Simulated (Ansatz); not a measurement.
# CH9NSi3: basis-set convergence

One table from this session's results is given with a row withheld; the runs are named, their logs left out.

The runs use Ansatz 0.2.0, Gaussian basis; one geometry, several basis sets.

Plan: PBE0-D4/def2-SVP; ωB97M-V/def2-SVP; PBE0-D4/def2-QZVPP; ωB97M-V/def2-QZVPP; the functionals' def2-TZVPP values are taken from earlier runs.

## The relaxed structure

An earlier PBE0-D4 in a triple-zeta def2 set relaxation fixed the geometry.

SMILES `N[Si@@H]1C[Si@H]1[SiH3]`, 14 atoms, charge 0, spin multiplicity 1.

Atoms are counted from 1 here; the program's logs count them from 0.

Bond lengths: N1–Si2 1.716 Å, N1–H6 1.008 Å, N1–H7 1.009 Å, Si2–C3 1.864 Å, Si2–Si4 2.267 Å, Si2–H8 1.481 Å, C3–Si4 1.936 Å, C3–H9 1.090 Å, C3–H10 1.088 Å, Si4–Si5 2.322 Å, Si4–H11 1.489 Å, Si5–H12 1.489 Å, Si5–H13 1.490 Å, Si5–H14 1.488 Å. Angles: Si2–N1–H6 118.5°, Si2–N1–H7 118.8°, H6–N1–H7 110.3°, N1–Si2–C3 117.0°, N1–Si2–Si4 127.4°, N1–Si2–H8 110.1°, C3–Si2–Si4 54.9°, C3–Si2–H8 117.2°, Si4–Si2–H8 118.8°, Si2–C3–Si4 73.2°, Si2–C3–H9 117.8°, Si2–C3–H10 118.2°, Si4–C3–H9 114.5°, Si4–C3–H10 117.9°, H9–C3–H10 110.8°, Si2–Si4–C3 51.9°, Si2–Si4–Si5 123.9°, Si2–Si4–H11 119.6° and more.

Set-up of the first run:

in.yaml reads:

```yaml
crystal:
  periodic: [false, false, false]
  atoms:
    - {symbol: N, position_ang: [-1.598334, 2.459422, 0.397711]}
    - {symbol: Si, position_ang: [-0.956434, 0.882538, 0.615504]}
    - {symbol: C, position_ang: [0.896874, 0.733061, 0.743708]}
    - {symbol: Si, position_ang: [0.361221, -0.278925, -0.817407]}
    - {symbol: Si, position_ang: [0.707616, -2.571122, -0.688948]}
    - {symbol: H, position_ang: [-1.035492, 3.145574, -0.080917]}
    - {symbol: H, position_ang: [-2.567785, 2.558382, 0.137579]}
    - {symbol: H, position_ang: [-1.767015, 0.136229, 1.605736]}
    - {symbol: H, position_ang: [1.493726, 1.618256, 0.526171]}
    - {symbol: H, position_ang: [1.310629, 0.185294, 1.587884]}
    - {symbol: H, position_ang: [0.826893, 0.365556, -2.075808]}
    - {symbol: H, position_ang: [0.252306, -3.029924, 0.652184]}
    - {symbol: H, position_ang: [2.141404, -2.943855, -0.846317]}
    - {symbol: H, position_ang: [-0.078609, -3.289586, -1.728082]}
basis:
  gaussian: {orbitals: def2-SVP}
hamiltonian: {xc: pbe0, dispersion: d4}
output: {orbitals: {seedname: orbitals}}
```

Among the steps run: PBE0-D4 in def2-SVP; ωB97M-V in def2-SVP; PBE0-D4 in def2-QZVPP; ωB97M-V in def2-QZVPP.

One table of the session follows, with a row left open; its other results are not shown here.

| functional | basis | HOMO (eV) | LUMO (eV) |
| --- | --- | --- | --- |
| PBE0-D4 | def2-SVP | ? | ? |
| PBE0-D4 | def2-TZVPP | -6.05 | -0.39 |
| PBE0-D4 | def2-QZVPP | -6.07 | -0.47 |
| ωB97M-V | def2-SVP | -7.92 | 1.70 |
| ωB97M-V | def2-TZVPP | -8.01 | 1.30 |
| ωB97M-V | def2-QZVPP | -8.04 | 1.05 |

Q: Estimate the row for PBE0-D4, def2-SVP from the others.

**Answer.** HOMO (eV): -5.99; LUMO (eV): -0.13. In the column «HOMO (eV)» it is the highest.
